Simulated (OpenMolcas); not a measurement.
# S⁵⁺: CASSCF terms and fine-structure levels

Aim: the low terms and levels of S⁵⁺, with their order and spacing.

Method: state-averaged CASSCF, spin-orbit coupling by RASSI with atomic mean-field integrals. Code: OpenMolcas 26.06.

### Step 1. Starting point

```
Species                           : S⁵⁺ (sulfur, Z = 16, 11 electrons)
Basis                             : ANO-RCC-MB [3s2p], 9 functions
Scalar Hamiltonian                : DKH2, point nucleus
Inactive shells                   : 1s 2s 2p
Active space                      : 1 electron in 4 orbitals (3s 3p)
Some configurations of this space : 3p, 3s
Orbitals                          : optimised for each spin and parity, averaged over the low roots
```

Outer shells as boxes (Hund's rule):

3p
```
3p [↑ ][  ][  ]
```

3s
```
3s [↑ ]
```

The work runs as a chain of OpenMolcas steps in one folder; each step below is one input file. Labels, J, g values, rates, χT and fits are worked out afterwards by a script from the matrices that RASSI stores.

### Step 2. GATEWAY and SEWARD: basis and integrals

a.inp

```
&GATEWAY
Coord
1

S 0.0 0.0 0.0
Basis=ANO-RCC-MB
Group=XYZ
NoMove
AngMom=0.0 0.0 0.0
AMFI
&SEWARD
```

On the command line:

```
$ OMP_NUM_THREADS=1 MOLCAS_MEM=1689 MOLCAS_PROJECT=a pymolcas a.inp > a.log
```

### Step 3. Reference wave functions, doublets of even parity, 1 root

a.inp

```
&RASSCF
FileOrb=start.orb
Symmetry=1
Spin=2
nActEl=1 0 0
Inactive=2 3
Ras2=1 3
CIRoot=1 1 1
SDav=1
CIMx=300
Iter=120 100
PrWF=0.3
OrbListing=Nothing
MaxOrb=0
Atom
>>> COPY $Project.JobIph JOB001
```

start.orb holds the contracted functions of the basis, ordered by shell, or the orbitals of the step before.

### Step 4. Reference wave functions, doublets of odd parity, 3 roots

a.inp

```
&RASSCF
FileOrb=start.orb
Symmetry=2
Spin=2
nActEl=1 0 0
Inactive=2 3
Ras2=1 3
CIRoot=3 3 1
SDav=3
CIMx=300
Iter=120 100
PrWF=0.3
OrbListing=Nothing
MaxOrb=0
Atom
>>> COPY $Project.JobIph JOB002
```

### Step 5. State interaction with spin-orbit coupling

a.inp

```
&RASSI
NrOfJobIphs=2 1 3
1
1 2 3
IphNames
JOB001
JOB002
EJob
SpinOrbit
DIPRint=1.0
SOCoupling=1000.0
Subsets=2
MEES
Property=10
'ANGMOM' 1 'ANGMOM' 2 'ANGMOM' 3 'MLTPL  1' 1 'MLTPL  1' 2 'MLTPL  1' 3
'AMFI' 1 'AMFI' 2 'AMFI' 3 'MLTPL  2' 6
SOProperty=3
'ANGMOM' 1 'ANGMOM' 2 'ANGMOM' 3
```

(Steps that only read results are left out.)

What does the calculation give? Wanted: lowest level; first excited level; strongest of the lines computed, by gA, at CASSCF energies.

The runs gave:

| quantity | value |
| --- | --- |
| method | CASSCF |
| lowest level | 3s ²S_1/2, 100 % of that term, g = 2.002 |
| ground level listed by NIST | 2S1/2 |
| first excited level | 3p ²P°_1/2 at 124689 cm⁻¹ |
| strongest of the lines computed, by gA, at CASSCF energies | 3p ²P°_3/2 → 3s ²S_1/2, 79.87 nm, A = 4.38e+09 s⁻¹ |

In words: The computed levels miss the measured ones by 18000 cm⁻¹ on average. Only the configurations of the active space and the roots asked for are present. The basis is small and contracted for the neutral atom, so it is rough for this charge. Levels of other configurations are missing from the list.
